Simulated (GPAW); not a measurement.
Crystal: VGe3.

```
Ge V
1.0
     4.76800    0.00000    0.00000
     0.00000    4.76800    0.00000
     0.00000    0.00000    4.76800
Ge V
6 2
Direct
  0.00000 0.50000 0.25000
  0.00000 0.50000 0.75000
  0.50000 0.25000 0.00000
  0.75000 0.00000 0.50000
  0.50000 0.75000 0.00000
  0.25000 0.00000 0.50000
  0.50000 0.50000 0.50000
  0.00000 0.00000 0.00000
```

Base run:

- Program: GPAW 26.7.0
- Functional: PBEsol
- Potentials or basis: PAW data sets generated in the run's folder for this functional
- Cutoff: 600 eV
- Basis: pw
- k mesh: 5 × 5 × 5
- Occupations: fermi-dirac, width 0.05 eV
- Spin: collinear spin, ferromagnetic start
- Starting moments: [0.0, 0.0, 0.0, 0.0, 0.0, 0.0, 2.0, 2.0] μB
- Hubbard terms: V d U = 8 eV

Its results: pressure 46.2 GPa; net moment 5.57 μB per cell; site moments Ge -0.01; V +2.58 μB.

**Question.** After a change of settings the same cell gave: pressure 28.5 GPa; net moment 3.61 μB per cell; site moments Ge -0.04; V +1.77 μB. Which change was it?
A. k mesh from 5 × 5 × 5 to 6 × 6 × 6; hubbard terms from V d U = 8 eV to none
B. hubbard terms from V d U = 8 eV to V d U = 6 eV
C. hubbard terms from V d U = 8 eV to V d U = 3 eV
D. hubbard terms from V d U = 8 eV to none

**Answer.** C.

Caveats: a pressure of tens of GPa on the cell as given is suspect, and the run, the potentials or the cell itself is likely at fault; the U is typed as a test and isn't derived for this compound.

Not every run made on this cell is shown here.
